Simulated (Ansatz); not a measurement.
# Zr (Zirconium): the cost of one run

Computed with Ansatz 0.2.0 through its Python package. The levels of theory stand in the script.

**1. The system**

The structure is hexagonal, space group P6_3/mmc (No. 194). The conventional cell has a = 3.232 Å, b = 3.232 Å, c = 5.147 Å, α = 90.00°, β = 90.00°, γ = 120.00°. Zr (site symmetry -6m2) is surrounded by 12 Zr at 3.18 to 3.23 Å.

The script holds or builds the structure itself.

**2. The script**

Contents of zr_lattice.py:

```python
"""How the lattice of Zr depends on the functional."""

import warnings

import ansatz
import numpy as np

config = {
    "kmesh": (9, 9, 5),
    "occupations": "methfessel_paxton",
    "sigma": 0.1,
    "fmax": 0.02,
}

def edges_and_angles(cell):
    cell = np.asarray(cell)
    a, b, c = np.linalg.norm(cell, axis=1)
    cosines = cell[1] @ cell[2] / (b * c), cell[0] @ cell[2] / (a * c), cell[0] @ cell[1] / (a * b)
    return (a, b, c, *np.degrees(np.arccos(cosines)))


def main() -> None:
    warnings.simplefilter("ignore", ansatz.DeckWarning)

    zr = (
        ansatz.Lattice.of((3.232, 0.0, 0.0), (-1.616, 2.798994, 0.0), (0.0, 0.0, 5.147))
        .atom("Zr", (1 / 3, 2 / 3, 0.25))
        .atom("Zr", (2 / 3, 1 / 3, 0.75))
    )

    job = (
        zr.calculation()
        .kpoints(*config["kmesh"])
        .occupations(config["occupations"], width=config["sigma"])
        .relax(cell=True, force_tolerance=config["fmax"])
    )

    levels = [("r2scan", "none"), ("revpbe", "d3bj"), ("lda", "none"), ("r2scan", "rvv10")]
    print("level            a       b       c    alpha   beta  gamma  V/atom  steps")
    for name, dispersion in levels:
        seen = []
        run = job.functional(name, dispersion=dispersion).session().plan()
        out = run.execute(on_event=lambda e: seen.append(e) if e["event"] == "relax_step" else None)
        cell = out.lattice.cell_ang
        label = name if dispersion == "none" else f"{name}+{dispersion}"
        print("{:13s} {:7.4f} {:7.4f} {:7.4f} {:6.2f} {:6.2f} {:6.2f}".format(label, *edges_and_angles(cell)), f"{abs(np.linalg.det(cell)) / len(out.lattice.sites):7.3f} {len(seen):5d}")


if __name__ == "__main__":
    main()
```

**3. The input behind the calls**

The engine receives this input (first run):

```yaml
crystal:
  lattice:
    - [3.232, 0.0, 0.0]
    - [-1.616, 2.798994, 0.0]
    - [0.0, 0.0, 5.147]
  atoms:
    - { symbol: Zr, position: [0.3333333333333333, 0.6666666666666666, 0.25] }
    - { symbol: Zr, position: [0.6666666666666666, 0.3333333333333333, 0.75] }
kpoints:
  mp_grid:
    grid: [9, 9, 5]
hamiltonian:
  xc: r2scan
  dispersion: none
scf:
  occupations:
    method: methfessel_paxton
    width: 0.1
relax:
  f_tol: 0.02
  cell: {}
```

**4. Launch**

The run is started by

```
python zr_lattice.py
```

What time and memory should one allow on 1 thread of Arm Neoverse V2, shared host?

About 39 s, with a peak of 0.59 GiB.
